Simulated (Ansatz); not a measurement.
Write a Python script for Ansatz 0.2.0, Python API that makes vertical and adiabatic energies of changing the electron count of CH3BI, SMILES C[B]I. Use (for the species named): B3LYP, def2-SVP basis, multiplicity 2, D3BJ dispersion.

```xyz
6

C    -0.3705    0.3234   -0.2567
B    -0.0813   -1.0336    0.3956
I     1.9219   -1.4593    1.1115
H    -1.1416    0.8805    0.3146
H     0.4872    1.0040   -0.3030
H    -0.7736    0.2211   -1.3083
```

`adiabatic.py`:
```python
"""How CH3BI relaxes after losing an electron."""

import itertools
import warnings

import ansatz as az
from ase.data import atomic_numbers, covalent_radii
import numpy as np

warnings.simplefilter("ignore", az.DeckWarning)

geometry_ang = [
    ("C", (-0.3705, 0.3234, -0.2567)),
    ("B", (-0.0813, -1.0336, 0.3956)),
    ("I", (1.9219, -1.4593, 1.1115)),
    ("H", (-1.1416, 0.8805, 0.3146)),
    ("H", (0.4872, 1.004, -0.303)),
    ("H", (-0.7736, 0.2211, -1.3083)),
]
molecule = az.Crystal.molecule()
for symbol, xyz in geometry_ang:
    molecule = molecule.atom(symbol, xyz)

model = (
    molecule.calculation()
    .basis(gaussian="def2-SVP")
    .functional("B3LYP", dispersion="d3bj")
    .spin("collinear", total=1)
)
symbols = [site.symbol for site in molecule.cartesian_sites]
start = np.array([site.position_ang for site in molecule.cartesian_sites], dtype=float)
data = model.relax(force_tolerance=0.01).run(threads=1).report
end = np.array(data["positions_ang"])

minimum = az.Crystal.molecule()
for symbol, place in zip(symbols, end):
    minimum = minimum.atom(symbol, place.tolist())
ion = (
    minimum.calculation()
    .basis(gaussian="def2-SVP")
    .functional("B3LYP", dispersion="d3bj")
    .charge(1)
)
vertical = ion.run(threads=1).report
settled = ion.relax(force_tolerance=0.01, max_steps=80).run(threads=1).report
print(f"vertical ionisation energy   {vertical['free_energy_ev'] - data['free_energy_ev']:.3f} eV")
print(f"adiabatic, no zero point     {settled['free_energy_ev'] - data['free_energy_ev']:.3f} eV")
print(f"relaxation energy of the ion {vertical['free_energy_ev'] - settled['free_energy_ev']:.3f} eV")
ionised = np.array(settled["positions_ang"])
# pairs closer than 1.2 times the sum of covalent radii, before or after
radius = [covalent_radii[atomic_numbers[s]] for s in symbols]
span = lambda where, i, j: np.linalg.norm(where[i] - where[j])
bonded = [(i, j) for i, j in itertools.combinations(range(len(symbols)), 2) if min(span(end, i, j), span(ionised, i, j)) < 1.2 * (radius[i] + radius[j])]
print("pair        before    after (A)")
for i, j in bonded:
    print(f"{symbols[i]}{i}-{symbols[j]}{j}".ljust(10), f"{span(end, i, j):8.4f} {span(ionised, i, j):8.4f}")
```

`python adiabatic.py` gives:
```text
vertical ionisation energy   7.750 eV
adiabatic, no zero point     6.578 eV
relaxation energy of the ion 1.172 eV
pair        before    after (A)
C0-B1        1.5490   1.4877
C0-H3        1.1087   1.1080
C0-H4        1.1039   1.1080
C0-H5        1.1018   1.1081
B1-I2        2.1249   1.9771
```

The energies are electronic: no zero-point or thermal terms, and the basis set is short of its limit. The product may relax into another structure. The relaxation finds the nearest minimum, so the adiabatic value is an upper bound. def2 sets replace the cores of elements past krypton by effective core potentials. The species is open-shell (spin multiplicity 2). b3lyp holds the VWN-RPA fit, as in Gaussian; the form of ORCA and Turbomole is b3lyp5. Only the spin states typed were run; another state of an ion can lie lower, by up to an eV or two. The whole script took 92 s on 1 thread of Arm Neoverse V2, with other jobs on the host, peak memory 0.25 GiB.
